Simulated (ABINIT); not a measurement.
MgB:

```
Mg B
1.0
     2.89515    0.00000    0.00000
     0.00000    2.89515    0.00000
     0.00000    0.00000    2.89515
Mg B
1 1
Direct
  0.00000 0.00000 0.00000
  0.50000 0.50000 0.50000
```

The cell was built by a generator and needn't be a form met in nature.

- Program: ABINIT 10.8.3 (patched build)
- Task: single point
- Functional: PBE
- Potentials or basis: JTH PAW PBE v2.0
- Cutoff: 517 eV
- k mesh: 9 × 9 × 9
- Occupations: fermi-dirac, width 0.05 eV
- Spin: no spin polarisation

On this cell: pressure -0.2 GPa; largest force zero by symmetry; band gap on the k mesh none (metal or under the smearing width).

The same run follows on a disturbed copy (atoms moved at random, drawn with an rms of 0.05 Å):

```xyz
2
Lattice="2.8952 0.0000 0.0000 0.0000 2.8952 0.0000 0.0000 0.0000 2.8952" Properties=species:S:1:pos:R:3 pbc="T T T"
Mg   -0.0151    0.0124   -0.0113
B     1.4671    1.4059    1.4554
```

Task: What does the disturbed cell give?

Result: The energy (extrapolated to zero smearing) moves by +4.7 meV/atom; pressure 0.0 GPa; largest force 0.279 eV/Å; band gap on the k mesh none (metal or under the smearing width).

Forces on the atoms (eV/Å):
```
Mg   0.145 -0.225  0.081
B   -0.145  0.225 -0.081
```

Stress tensor (GPa, compression positive):
```
-0.01 -0.19  0.06
-0.19 -0.10 -0.10
 0.06 -0.10  0.03
```
